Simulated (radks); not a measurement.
# Dipole-allowed lines with 28 electrons: Cu⁺, Zn²⁺, Ga³⁺, Ge⁴⁺, As⁵⁺, Se⁶⁺

One table from this session's results is given with a row withheld; the runs are named, their logs left out.

Method: scalar-relativistic Kohn-Sham, LDA (Slater exchange, Perdew-Wang correlation), spin-unpolarised, spherical densities, finite nucleus. Code: radks (a radial shooting solver on a logarithmic mesh, Libxc functionals) version 1.

### The atom as given

| Item | Value |
| --- | --- |
| species | Cu⁺ ([Ar] 3d10), Zn²⁺ ([Ar] 3d10), Ga³⁺ ([Ar] 3d10), Ge⁴⁺ ([Ar] 3d10), As⁵⁺ ([Ar] 3d10), Se⁶⁺ ([Ar] 3d10) |

Set-up of the first run:

Settings of this run:

```text
Z 29
configuration [Ar] 3d10 4s0 4p0 4d0 4f0
relativity scalar-relativistic
functional lda,pw
spin unpolarised
nucleus finite rms 3.8823 fm
c 137.035999084
response adiabatic LDA kernel, real frequencies
```

Launch:

```
$ python run_ks.py task.json out
```

The same process makes all the runs of this session.

Steps of the session up to this table: Cu⁺, [Ar] 3d10; Zn²⁺, [Ar] 3d10; Ga³⁺, [Ar] 3d10; Ge⁴⁺, [Ar] 3d10; As⁵⁺, [Ar] 3d10; Se⁶⁺, [Ar] 3d10.

One table of the session follows, with a row left open; its other results are not shown here.

```
species  −ε(HOMO) (eV)  first line (eV)  strongest line (eV)  static α (bohr³)
    Cu⁺         14.007            7.854                7.854             8.170
   Zn²⁺         31.226           16.153               16.153             2.999
   Ga³⁺         52.851           26.421               26.421             1.491
   Ge⁴⁺         78.389           38.421               38.421            0.8723
   As⁵⁺         107.57           52.012               84.625            0.5642
   Se⁶⁺              ?                ?                    ?                 ?
```

**Question.** Estimate the row for Se⁶⁺.

The run gave: −ε(HOMO) (eV): 140.22; first line (eV): 67.106; strongest line (eV): 107.23; static α (bohr³): 0.3903. In the column «−ε(HOMO) (eV)» it is the highest.

In Cu⁺ the response moves the first line 0.474 eV above the bare orbital gap, and the lines found carry 56 % of the static polarisability. Very weak lines can be missed, and lines above minus the highest eigenvalue dissolve into this model's continuum.
